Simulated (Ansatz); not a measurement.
# ScZn (CsCl type): a single-point run

Aim: a sound single-point run of ScZn (CsCl type). The structure is shown as the input types it.

Method: DFT, r2SCAN, all-electron PAW with datasets made for the crystal, scalar-relativistic, in Ansatz 0.2.0.

1 further run of the same task is left out (it didn't finish).

### Step 1. Starting point

Symmetry: Pm-3m, No. 221, cubic system. Conventional cell: a = 3.395 Å, b = 3.395 Å, c = 3.395 Å, α = 90.00°, β = 90.00°, γ = 90.00°. S (site symmetry m-3m) is surrounded by 8 Zn at 2.94 Å. Zn (site symmetry m-3m) is surrounded by 8 S at 2.94 Å.

Coordinates:

```xyz
2
Lattice="3.3954 0.0000 0.0000 0.0000 3.3954 0.0000 0.0000 0.0000 3.3954" Properties=species:S:1:pos:R:3 pbc="T T T"
S     0.0000    0.0000    0.0000
Zn    1.6977    1.6977    1.6977
```

### Step 2. The calculation

The input, input.yaml:

```yaml
crystal:
  lattice:
    - [3.3954340419, 0.0, 0.0]
    - [0.0, 3.3954340419, 0.0]
    - [0.0, 0.0, 3.3954340419]
  atoms:
    - { symbol: SCx, position: [0.0, 0.0, 0.0] }
    - { symbol: Zn, position: [0.5, 0.5, 0.5] }
kpoints:
  mp_grid: { grid: [11, 11, 11] }
scf:
  occupations: { method: fermi_dirac, width: 0.05 }
  max_iter: 80
hamiltonian:
  xc: r2scan
  pseudopotentials: { kind: all_electron, datasets: crystal }
output:
  forces: true
  stress: true
  eigenvalues: true
  efg: { contact_densities: true }
```

Command:

```sh
ansatz run input.yaml --threads 1 --pin off --max-ram 2048MiB --backend cpu --events-out ev --progress --plain --runs-dir out
```

What happens when this is run?

The run ended at the input check. It says: «line 7 column 17: `SCx` is not an element symbol (H … Og, case-exact)»

An atom's symbol is no element symbol as the program reads them.

Remedy: write the element's symbol correctly.
